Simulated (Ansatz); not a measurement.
# Ta (bcc type): the cost of one run

Computed with Ansatz 0.2.0 (DFT LDA, with the methods named in each step, unless a step's input says otherwise).

## (1) Starting point

The structure is cubic, space group Im-3m (No. 229). Conventional cell: a = 3.253 Å, b = 3.253 Å, c = 3.253 Å, α = 90.00°, β = 90.00°, γ = 90.00°. Around Ta (site symmetry m-3m) lie 8 Ta at 2.82 Å.

Structure file:

```xyz
1
Lattice="-1.6266 1.6266 1.6266 1.6266 -1.6266 1.6266 1.6266 1.6266 -1.6266" Properties=species:S:1:pos:R:3 pbc="T T T"
Ta    0.0000    0.0000    0.0000
```

Whether this phase is the stable one at these pressures isn't tested.

## (2) The reference volume, LAPW

The input, input.yaml:

```yaml
crystal:
  lattice:
    - [-1.626610078, 1.626610078, 1.626610078]
    - [1.626610078, -1.626610078, 1.626610078]
    - [1.626610078, 1.626610078, -1.626610078]
  atoms:
    - { symbol: Ta, position: [0.0, 0.0, 0.0] }
kpoints:
  mp_grid: { grid: [18, 18, 18] }
  band_path:
    path:
      - [0.0, 0.0, 0.0]
      - [0.5, -0.5, 0.5]
      - [0.0, 0.0, 0.5]
      - [0.0, 0.0, 0.0]
      - [0.25, 0.25, 0.25]
      - [0.5, -0.5, 0.5]
      - [0.25, 0.25, 0.25]
      - [0.0, 0.0, 0.5]
    npoints: 14
scf:
  occupations: { method: fermi_dirac, width: 0.08 }
hamiltonian:
  xc: lda
  pseudopotentials: { kind: all_electron, lapw: { basis_error: 0.001 } }
output:
  forces: true
  stress: true
  eigenvalues: true
  populations: true
  dos: { projected: true, de: 0.2, e_range: [-14, 8] }
```

Command:

```bash
ansatz run input.yaml --threads 1 --pin off --max-ram 2048MiB --backend cpu --events-out ev --progress --plain --runs-dir out
```

What time and memory should one allow on 1 thread of Intel Xeon Platinum 8488C (Sapphire Rapids), shared host?

About 24 s, with a peak of 0.47 GiB.
